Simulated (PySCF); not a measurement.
# Cl3GaH3N (Ga(NH3)Cl3): the cost of one run

Computed with PySCF 2.14.0, with density-fitted response routines of our own, on a single molecule in the gas phase. Atoms count from 0, in the outputs and in this text.

## 1. The molecule as given

8 atoms, charge 0, multiplicity 1; geometry from: GFN2-xTB. The atoms were then displaced at random by about 0.03 Å, so the start is not that level's minimum.

Bonds of the start (Å): Ga0–N1 2.26, Ga0–Cl5 2.03, Ga0–Cl6 2.18, Ga0–Cl7 2.03, N1–H2 1.05, N1–H3 1.10, N1–H4 1.02.

## 2. Relaxing the molecule at PBE0-D3(BJ)/def2-SVP

The job: settings as JSON, then the geometry in Å.

```
{"job": {"xc": "PBE0", "basis": "def2-SVP", "d3": "d3bj", "grid": 1, "maxiter": 40, "shake": 0.03, "kind": "geom"}, "charge": 0, "multiplicity": 1}
Ga     0.057470    -0.071770    -1.155030
N     -0.014800    -0.016880     1.106140
H     -1.011370     0.030150     1.443420
H      0.617650     0.806970     1.456210
H      0.435650    -0.872660     1.427890
Cl     2.067930    -0.002360    -1.456880
Cl    -0.999700     1.813160    -1.440450
Cl    -1.014590    -1.772270    -1.465010
```

Started as:

```
$ OMP_NUM_THREADS=1 python probes_run.py task.json out
```

The driver reads the jobs from task.json and runs them one after another.

**Question.** How long does this first job take on 1 thread of Arm Neoverse V1, shared host, and how much memory does it need?

About 38 s, with a peak of 0.47 GiB.
